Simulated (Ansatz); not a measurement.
# MoH2O4: how energies converge with the basis set

One table from this session's results is given with a row withheld; the runs are named, their logs left out.

The runs use Ansatz 0.2.0, Gaussian basis; one geometry, several basis sets.

Levels to be run: PBE0-D4/def2-SVP; ωB97M-V/def2-SVP; PBE0-D4/def2-QZVPP; ωB97M-V/def2-QZVPP; the functionals' def2-TZVPP values are taken from earlier runs.

### Structure used throughout

All runs share one geometry, relaxed beforehand with PBE0-D4 in a triple-zeta def2 set. Mo takes the def2 core potential; no spin-orbit term is included.

7 atoms, charge 0, spin multiplicity 1.

Atoms are counted from 1 here; the program's logs count them from 0.

Bond lengths: O1–Mo2 1.675 Å, Mo2–O3 1.675 Å, Mo2–O4 1.869 Å, Mo2–O5 1.869 Å, O4–H6 0.961 Å, O5–H7 0.961 Å. Angles: O1–Mo2–O3 109.2°, O1–Mo2–O4 110.0°, O1–Mo2–O5 108.8°, O3–Mo2–O4 108.8°, O3–Mo2–O5 110.0°, O4–Mo2–O5 110.1°, Mo2–O4–H6 123.3°, Mo2–O5–H7 123.3°.

Coordinates:

```tsv
atom	x (Å)	y (Å)	z (Å)
O1	-0.4186	-1.8743	-0.1100
Mo2	0.0990	-0.3102	0.1949
O3	1.0860	-0.3102	1.5488
O4	-1.3707	0.7977	0.5225
O5	1.0502	0.3086	-1.2906
H6	-2.2747	0.5497	0.3120
H7	1.8900	0.7705	-1.2233
```

The first run:

Contents of in.yaml:

```yaml
crystal:
  periodic: [false, false, false]
  atoms:
    - {symbol: O, position_ang: [-0.418637, -1.874271, -0.110034]}
    - {symbol: Mo, position_ang: [0.098953, -0.310194, 0.194938]}
    - {symbol: O, position_ang: [1.086020, -0.310168, 1.548803]}
    - {symbol: O, position_ang: [-1.370679, 0.797750, 0.522529]}
    - {symbol: O, position_ang: [1.050229, 0.308637, -1.290588]}
    - {symbol: H, position_ang: [-2.274681, 0.549738, 0.311996]}
    - {symbol: H, position_ang: [1.889993, 0.770510, -1.223344]}
basis:
  gaussian: {orbitals: def2-SVP}
hamiltonian: {xc: pbe0, dispersion: d4}
output: {orbitals: {seedname: orbitals}}
```

Run with:

```
> ansatz run in.yaml --threads 4 --pin off --events-out ev --progress --plain --max-ram 10444MiB
```

Among the steps run: PBE0-D4 in def2-SVP; ωB97M-V in def2-SVP; PBE0-D4 in def2-QZVPP; ωB97M-V in def2-QZVPP.

One of the session's tables, all rows but one given; the rest of the session is left out.

It belongs to the step «Functionals by basis». 

```
functional       basis  HOMO (eV)  LUMO (eV)
   PBE0-D4    def2-SVP      -9.15      -2.14
   PBE0-D4  def2-TZVPP      -9.19      -2.15
   PBE0-D4  def2-QZVPP          ?          ?
   ωB97M-V    def2-SVP     -11.52       0.07
   ωB97M-V  def2-TZVPP     -11.57       0.03
   ωB97M-V  def2-QZVPP     -11.60      -0.05
```

Q: Estimate the row for PBE0-D4, def2-QZVPP from the others.

As computed: HOMO (eV): -9.21; LUMO (eV): -2.19. In the column «HOMO (eV)» it lies between ωB97M-V, def2-SVP (-11.52) and PBE0-D4, def2-TZVPP (-9.19).
